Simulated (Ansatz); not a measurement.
# Zn11AgS12 (Wurtzite-4H): the cost of one run

Method: DFT, PBE, plane-wave PAW, default files, scalar-relativistic, as far as a step names no other, in Ansatz 0.2.0.

## 1. The system as given

Symmetry: P31m, No. 157, trigonal system. The conventional cell has a = 6.621 Å, b = 6.621 Å, c = 12.520 Å, α = 90.00°, β = 90.00°, γ = 120.00°. Around Zn (site symmetry m) lie 4 S at 2.34 to 2.35 Å. Ag (site symmetry 3m) has 4 S at 2.34 to 2.35 Å as nearest neighbours. Around Zn (site symmetry 3) lie 4 S at 2.34 to 2.35 Å. S (site symmetry m) has 3 Zn at 2.34 to 2.35 Å and 1 Ag at 2.34 Å as nearest neighbours. S (site symmetry m) has 4 Zn at 2.34 to 2.35 Å as nearest neighbours. Around S (site symmetry 3m) lie 3 Zn at 2.34 Å and 1 Ag at 2.35 Å. Only part of the 10 independent sites is listed.

As a file:

```cif
data_structure
_symmetry_space_group_name_H-M 'P 1'
_symmetry_Int_Tables_number 1
_cell_length_a 6.6211
_cell_length_b 6.6211
_cell_length_c 12.5200
_cell_angle_alpha 90.000
_cell_angle_beta 90.000
_cell_angle_gamma 120.000
_cell_volume 475.33
loop_
_atom_site_label
_atom_site_type_symbol
_atom_site_fract_x
_atom_site_fract_y
_atom_site_fract_z
_atom_site_occupancy
Zn1 Zn 0.00000 0.00000 0.00000 1
Zn2 Zn 0.33333 0.66667 0.00000 1
Zn3 Zn 0.66667 0.33333 0.00000 1
Zn4 Zn 0.00000 0.00000 0.50000 1
Zn5 Zn 0.33333 0.66667 0.50000 1
Zn6 Zn 0.66667 0.33333 0.50000 1
Ag1 Ag 0.33333 0.33333 0.25000 1
Zn7 Zn 0.66667 0.00000 0.25000 1
Zn8 Zn 0.00000 0.66667 0.25000 1
Zn9 Zn 0.33333 0.00000 0.75000 1
Zn10 Zn 0.66667 0.66667 0.75000 1
Zn11 Zn 0.00000 0.33333 0.75000 1
S1 S 0.00000 0.00000 0.18750 1
S2 S 0.33333 0.66667 0.18750 1
S3 S 0.66667 0.33333 0.18750 1
S4 S 0.00000 0.00000 0.68750 1
S5 S 0.33333 0.66667 0.68750 1
S6 S 0.66667 0.33333 0.68750 1
S7 S 0.33333 0.33333 0.43750 1
S8 S 0.66667 0.00000 0.43750 1
S9 S 0.00000 0.66667 0.43750 1
S10 S 0.33333 0.00000 0.93750 1
S11 S 0.66667 0.66667 0.93750 1
S12 S 0.00000 0.33333 0.93750 1
```

Atom 7 of the input is the impurity.

## 2. First run, atoms as given

input.yaml

```yaml
crystal:
  lattice:
    - [5.73405, 3.310555311, 0.0]
    - [-5.73405, 3.310555311, 0.0]
    - [0.0, 0.0, 12.52]
  atoms:
    - { symbol: Zn, position: [0.0, 0.0, 0.0] }
    - { symbol: Zn, position: [0.3333333333, 0.6666666667, 0.0] }
    - { symbol: Zn, position: [0.6666666667, 0.3333333333, 0.0] }
    - { symbol: Zn, position: [0.0, 0.0, 0.5] }
    - { symbol: Zn, position: [0.3333333333, 0.6666666667, 0.5] }
    - { symbol: Zn, position: [0.6666666667, 0.3333333333, 0.5] }
    - { symbol: Ag, position: [0.3333333333, 0.3333333334, 0.25] }
    - { symbol: Zn, position: [0.6666666667, 0.0, 0.25] }
    - { symbol: Zn, position: [0.0, 0.6666666667, 0.25] }
    - { symbol: Zn, position: [0.3333333333, 1.0, 0.75] }
    - { symbol: Zn, position: [0.6666666667, 0.6666666666, 0.75] }
    - { symbol: Zn, position: [0.0, 0.3333333333, 0.75] }
    - { symbol: S, position: [0.0, 0.0, 0.1875] }
    - { symbol: S, position: [0.3333333333, 0.6666666667, 0.1875] }
    - { symbol: S, position: [0.6666666667, 0.3333333333, 0.1875] }
    - { symbol: S, position: [0.0, 0.0, 0.6875] }
    - { symbol: S, position: [0.3333333333, 0.6666666667, 0.6875] }
    - { symbol: S, position: [0.6666666667, 0.3333333333, 0.6875] }
    - { symbol: S, position: [0.3333333333, 0.3333333334, 0.4375] }
    - { symbol: S, position: [0.6666666667, 0.0, 0.4375] }
    - { symbol: S, position: [0.0, 0.6666666667, 0.4375] }
    - { symbol: S, position: [0.3333333333, 1.0, 0.9375] }
    - { symbol: S, position: [0.6666666667, 0.6666666666, 0.9375] }
    - { symbol: S, position: [0.0, 0.3333333333, 0.9375] }
total_charge: -1
kpoints:
  mp_grid: { grid: [3, 3, 2] }
scf:
  occupations: { method: fermi_dirac, width: 0.01 }
hamiltonian:
  xc: pbe
  pseudopotentials: { kind: paw }
output:
  forces: true
  stress: true
  populations: true
  efg:
    quadrupole_moments_barn: { Zn: 0.122, S: -0.0694 }
    contact_densities: true
```

The run is started by

```console
$ ansatz run input.yaml --threads 1 --pin off --max-ram 3072MiB --backend cpu --events-out ev --progress --plain --runs-dir out
```

**Question.** How long does this run take on 1 thread of Arm Neoverse V1, shared host, and how much memory does it need?

About 81 s, with a peak of 0.89 GiB.
